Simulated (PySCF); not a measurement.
**CoHCl: doublet, from a bent start**

The task is one start of a wider search on CoHCl: the doublet, from a bent start. It is relaxed, tested by its Hessian and followed downhill if it is a saddle.

Program: PySCF 2.14.0. Level of theory: PBE0, basis Co def2-TZVP, H def2-TZVP, Cl def2-TZVP, no relativity, density fitting. These are calculated values, not measurements.

**1. The system as given**

3 atoms, charge 0, spin multiplicity 2.

Bond lengths: Co1–H2 1.430 Å, Co1–Cl3 2.100 Å. Angles: H2–Co1–Cl3 110.0°.

Coordinates in bohr (charge 0 multiplicity 2):
```
Co    0.0000    0.0000    0.0000
H    -2.2136    0.0000    1.5500
Cl    3.2507    0.0000    2.2762
```

**2. Finding the electronic state**

One driver script runs all steps and calls PySCF; scf.py shows how it sets up the SCF of each step. The optimiser is the driver's own. After this first run the driver tries any further starts and a stability analysis.

Contents of scf.py:

```python
from pyscf import gto, scf, dft
mol = gto.M(atom='''
Co     0.000000     0.000000     0.000000
H     -1.171400     0.000000     0.820200
Cl     1.720200     0.000000     1.204500''',
    basis={'Co': 'def2-TZVP', 'H': 'def2-TZVP', 'Cl': 'def2-TZVP'},
    charge=0, spin=1)
mf = dft.UKS(mol, xc='PBE0')
mf.grids.atom_grid = (50, 194)
aux = {'Co': 'def2-universal-JKFIT', 'H': 'def2-universal-JKFIT', 'Cl': 'def2-universal-JKFIT'}
mf = mf.density_fit(auxbasis=aux)
mf.conv_tol = 1e-08
mf.diis_space = 10
mf.max_cycle = 60
mf.init_guess = 'minao'
mf.verbose = 4
mf.kernel()
```

The run is started by

```
> OMP_NUM_THREADS=2 python axn.py task.json out
```

Log, shortened:

```text
[... the frontier levels of the middle cycles are left out ...]
init E= -1842.28524862923
[... the frontier-level lines of each cycle are left out ...]
cycle= 1 E= -1826.77881584456  delta_E= 15.5  |g|= 5.67  |ddm|= 8.75
cycle= 2 E= -1794.56405388764  delta_E= 32.2  |g|= 11.5  |ddm|= 12.5
cycle= 3 E= -1832.66884301981  delta_E= -38.1  |g|= 6.89  |ddm|= 7.74
cycle= 4 E= -1828.80775162743  delta_E= 3.86  |g|= 6.63  |ddm|= 2.85
cycle= 5 E= -1835.37941403908  delta_E= -6.57  |g|= 5.87  |ddm|=  2.8
cycle= 6 E= -1837.99770938861  delta_E= -2.62  |g|= 4.64  |ddm|= 0.744
cycle= 7 E= -1839.61033205741  delta_E= -1.61  |g|=  3.9  |ddm|= 0.775
cycle= 8 E= -1840.12911410236  delta_E= -0.519  |g|=  3.5  |ddm|= 0.596
cycle= 9 E= -1840.58610297049  delta_E= -0.457  |g|= 3.28  |ddm|= 0.455
cycle= 10 E= -1840.90360396485  delta_E= -0.318  |g|= 3.12  |ddm|= 0.152
cycle= 11 E= -1840.86086635788  delta_E= 0.0427  |g|= 3.14  |ddm|= 0.0269
cycle= 12 E= -1831.83636728318  delta_E= 9.02  |g|= 5.49  |ddm|= 6.91
cycle= 13 E= -1842.51523545766  delta_E= -10.7  |g|= 1.57  |ddm|= 6.84
cycle= 14 E= -1843.10356263724  delta_E= -0.588  |g|= 0.243  |ddm|= 0.676
[... 46 cycles left out ...]
SCF not converged.
init E= -1842.28524862923
[... 20 cycles left out ...]
SCF not converged.
init E= -1843.18567988365
[... 7 cycles left out ...]
cycle= 8 E= -1843.18641798826  delta_E= -0.000114  |g|= 0.00216  |ddm|= 0.0271
cycle= 9 E= -1843.1864983459  delta_E= -8.04e-05  |g|= 0.0019  |ddm|= 0.0238
cycle= 10 E= -1843.18653273394  delta_E= -3.44e-05  |g|= 0.00126  |ddm|= 0.0129
cycle= 11 E= -1843.18657163216  delta_E= -3.89e-05  |g|= 0.00191  |ddm|= 0.0212
cycle= 12 E= -1843.18658278429  delta_E= -1.12e-05  |g|= 0.000896  |ddm|= 0.00852
cycle= 13 E= -1843.18658892866  delta_E= -6.14e-06  |g|= 0.000865  |ddm|= 0.00741
cycle= 14 E= -1843.18659160943  delta_E= -2.68e-06  |g|= 0.000704  |ddm|= 0.00458
cycle= 15 E= -1843.18659247933  delta_E= -8.7e-07  |g|= 0.000236  |ddm|= 0.00161
cycle= 16 E= -1843.18659341147  delta_E= -9.32e-07  |g|= 0.000319  |ddm|= 0.00342
cycle= 17 E= -1843.1865936036  delta_E= -1.92e-07  |g|= 0.000165  |ddm|= 0.001
cycle= 18 E= -1843.18659371755  delta_E= -1.14e-07  |g|= 0.000136  |ddm|= 0.00118
cycle= 19 E= -1843.18659376446  delta_E= -4.69e-08  |g|= 4.87e-05  |ddm|= 0.000476
cycle= 20 E= -1843.18659378489  delta_E= -2.04e-08  |g|= 4.05e-05  |ddm|= 0.000336
cycle= 21 E= -1843.18659379253  delta_E= -7.64e-09  |g|= 3.4e-05  |ddm|= 0.000245
Extra cycle  E= -1843.18659379316  delta_E= -6.25e-10  |g|= 9.04e-05  |ddm|= 8.09e-05
converged SCF energy = -1843.18659379316  <S^2> = 1.1947286  2S+1 = 2.4039373
```

This step, with its further starts and checks, ran for 41 s (2 threads of Arm Neoverse V1, shared host).

Energies from each starting density:

```
                      start   energy (Eh)
    the minimal-basis guess  -1843.186594
a thermally smeared density  -1843.187921
```

Where DIIS stalls, the driver goes on with a level shift of 0.3 Eh and then with a second-order solver.

The first run landed in a state that is too high. Following the other starts and the instabilities gains 3.5 kJ/mol (-1843.18792 Eh), and the work goes on from there.

**3. Bent start, doublet: relaxation**

The program finds Cs symmetry in the start, which this walk keeps. The walk stops when the largest gradient is under 0.0003 Eh/bohr and the energy has settled too.

scf.py, as its differences from that of step 2:

```diff
@@ -3,3 +3,3 @@
-Co     0.000000     0.000000     0.000000
-H     -1.171400     0.000000     0.820200
-Cl     1.720200     0.000000     1.204500''',
+Co    -0.621356     0.000000    -0.452499
+H     -1.792756     0.000000     0.367701
+Cl     1.098844     0.000000     0.752001''',
@@ -15 +14,0 @@
-mf.init_guess = 'minao'
```

The optimiser's trace:

```
step   energy (Eh)  change (kJ/mol)  largest symmetric gradient (Eh/bohr)
   0  -1843.187921             0.00                               0.01702
   1  -1843.188570            -1.70                               0.00964
   2  -1843.189042            -2.94                               0.00176
   3  -1843.189108            -3.12                               0.00168
   4  -1843.189196            -3.35                               0.00242
   5  -1843.189265            -3.53                               0.00263
   6  -1843.189316            -3.66                               0.00185
   7  -1843.189338            -3.72                               0.00061
   8  -1843.189341            -3.73                               0.00021
```

The walk took 33 s.

It settles in Cs symmetry, 3.7 kJ/mol below the start, after 8 steps: Co–Cl 2.102 Å, Co–H 1.507 Å; Cl–Co–H 122.0°.

**4. Frequencies**

On the finer grid the gradient is checked again; gradients at displacements of ±0.02 bohr then give force constants and infrared intensities.

scf.py, as its differences from that of step 3:

```diff
@@ -3,3 +3,3 @@
-Co    -0.621356     0.000000    -0.452499
-H     -1.792756     0.000000     0.367701
-Cl     1.098844     0.000000     0.752001''',
+Co    -0.648440     0.000000    -0.420157
+H     -1.980871     0.000000     0.280862
+Cl     1.137628     0.000000     0.683230''',
@@ -9 +9 @@
-mf.grids.atom_grid = (50, 194)
+mf.grids.atom_grid = (75, 302)
@@ -12 +12 @@
-mf.conv_tol = 1e-08
+mf.conv_tol = 1e-10
```

The driver hands on the density of the step before, so the log starts near convergence.

SCF at the final geometry:

```text
init E= -1843.18928348075
[... the frontier-level lines of each cycle are left out ...]
cycle= 1 E= -1843.18928348075  delta_E= -6.82e-13  |g|= 1.9e-06  |ddm|= 1.91e-06
Extra cycle  E= -1843.18928348075  delta_E= 3.87e-12  |g|= 6.11e-06  |ddm|= 3.14e-06
converged SCF energy = -1843.18928348075  <S^2> = 1.4631642  2S+1 = 2.617758
```

The whole step took 1.8 min.

Geometry: Cs; Co–Cl 2.099 Å, Co–H 1.506 Å; Cl–Co–H 120.5°.

Harmonic modes (main isotopes):

| ω (cm⁻¹) | IR (km/mol) | μ (u) | type |
| --- | --- | --- | --- |
| 234 | 49.8 | 1.17 | bend |
| 425 | 85.9 | 8.18 | mixed |
| 1848 | 120 | 1.03 | stretch |

All wavenumbers are real: a minimum.

The SCF density has lower symmetry than the nuclear frame, so the modes carry no labels.

Constants and moments:

```
Dipole moment                                                   : 3.53 D
Highest occupied level                                          : -7.86 eV
Lowest empty level                                              : -3.78 eV
Rotational constants                                            : 10.31, 0.17, 0.1673 cm⁻¹
Zero-point energy                                               : 15.0 kJ/mol
Principal polarisabilities                                      : 26.7, 33.8, 56.8 bohr³
Atomisation energy without zero-point energy                    : 535 kJ/mol
Principal traceless quadrupole moments about the centre of mass : -4.70, 1.25, 3.45 D Å
Entropy at 298.15 K and 1 bar (electronic part: spin only)      : 271.6 J/(mol K)
Heat capacity Cp at 298.15 K                                    : 46.7 J/(mol K)
Enthalpy at 298.15 K above 0 K                                  : 12.00 kJ/mol
Rotational symmetry number                                      : 1
Spin squared ⟨S²⟩                                               : 1.463
```

Populations by atom (charges in e):

```json
{"atom": "Co1", "Mulliken": "0.50", "Löwdin": "0.09", "polar tensor": "0.82", "spin (Mulliken)": "1.25", "Mayer order to Co1": "–"}
{"atom": "H2", "Mulliken": "-0.08", "Löwdin": "-0.08", "polar tensor": "-0.29", "spin (Mulliken)": "-0.15", "Mayer order to Co1": "0.95"}
{"atom": "Cl3", "Mulliken": "-0.42", "Löwdin": "-0.01", "polar tensor": "-0.53", "spin (Mulliken)": "-0.10", "Mayer order to Co1": "1.00"}
```

Mulliken populations on Co1: s 6.60, p 12.30, d 7.60, f 0.00.

**5. Results**

| quantity | value |
| --- | --- |
| minimum | broken-symmetry (Ms = 1/2), Cs |
| geometry | Co–Cl 2.099 Å, Co–H 1.506 Å; Cl–Co–H 120.5° |
| wavenumbers (cm⁻¹) | 234, 425, 1848 |
| dipole moment | 3.53 D |
| highest occupied, lowest empty level (either spin) | -7.86, -3.78 eV |
| polar-tensor charge of Co1 | +0.82 e |
| zero-point energy | 15.0 kJ/mol |
| entropy at 298.15 K | 271.6 J/(mol K) |
| atomisation energy (no zero-point energy) | 535 kJ/mol |
| ⟨S²⟩ | 1.463 |

The molecule stays Cs, as typed, and the end point is a minimum. The determinant is spin-contaminated (⟨S²⟩ = 1.46 against 0.75), so it is no pure spin state. The strongest infrared band lies at 1848 cm⁻¹ (stretch). The first SCF alone would have been 3 kJ/mol too high. Other starts or spin states, not run here, may lie lower. The SCF density has lower symmetry than the nuclear frame. One determinant may miss the lowest occupation of an open d or f shell.

The search up to here took 3 min.
